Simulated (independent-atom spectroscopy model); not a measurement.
**Angle-resolved XPS of BN on Si**

How does the ratio N 1s / Si 2s change with emission angle for this film?

Method: angle-resolved photoelectron peak ratio of a uniform film on a substrate: exponential attenuation with lengths from TPP-2M (nominal gaps) and the elastic albedo, Dirac-Hartree-Slater cross sections, magic-angle geometry; computed with independent-atom spectroscopy model, version 2.

## Step 1: Film and substrate

0.42 nm of BN (1.99 g/cm³) on Si (2.33 g/cm³).

## Step 2: The run

Settings:

```json
{
  "film": "BN",
  "film_density": 1.99,
  "base": "Si",
  "base_density": 2.33,
  "photon_energy": 1486.7,
  "film_peak": "N 1s",
  "base_peak": "Si 2s",
  "thickness": 0.42,
  "emission_angle": [0, 10, 20, 30, 40, 45, 50, 55]
}
```

Units: film_density in g/cm³, base_density in g/cm³, photon_energy in eV, thickness in nm, emission_angle in degrees.

Q: Predict the outcome of this session. Wanted: ratio at normal emission; ratio at 55°.

The runs gave:

| quantity | value |
| --- | --- |
| ratio at normal emission | 0.292 |
| ratio at 55° | 0.529 |
| attenuation length of the substrate peak in the film | 3.42 nm |
| thickness over that length | 0.12 |

What this shows: At 0° the substrate keeps 88 % of its signal through 0.12 attenuation lengths of film. At 55° the ratio is 1.8 times as large, since the way out grows as 1/cos θ. Islands, roughness and grazing exit, where elastic scattering matters more, are outside the model.
